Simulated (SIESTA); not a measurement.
The system is ZrB.

```xyz
2
Lattice="0.0000 2.3250 2.3250 2.3250 0.0000 2.3250 2.3250 2.3250 0.0000" Properties=species:S:1:pos:R:3 pbc="T T T"
Zr    0.0000    0.0000    0.0000
B     2.3250    2.3250    2.3250
```

Base run:

| Quantity | Value |
| --- | --- |
| Program | SIESTA 5.4.2 |
| Functional | PBE |
| Potentials or basis | PseudoDojo 0.4 standard (PBE files) |
| Basis | DZP (energy shift 0.003 Ry; two zetas on semicore shells) |
| Grid cutoff | 800 Ry |
| Energy shift | 0.003 Ry |
| k mesh | 10 × 10 × 10 |
| Occupations | fermi-dirac, width 0.05 eV |
| Spin | no spin polarisation |

Its results: band gap on the k mesh none (metal or under the smearing width); pressure 35.7 GPa.

Problem. The run is repeated on the same cell with these changes: functional from PBE to BLYP. What comes out?

Solution. Band gap on the k mesh none (metal or under the smearing width); pressure 43.9 GPa.

BLYP binds less tightly than PBE, so the same cell stands under more pressure.

Caveats: a pressure of tens of GPa on the cell as given is suspect, and the run, the potentials or the cell itself is likely at fault; the basis of atomic orbitals isn't converged, which shifts pressures, moduli and gaps; the potentials were made for another functional, which shifts forces and pressure (some runs).
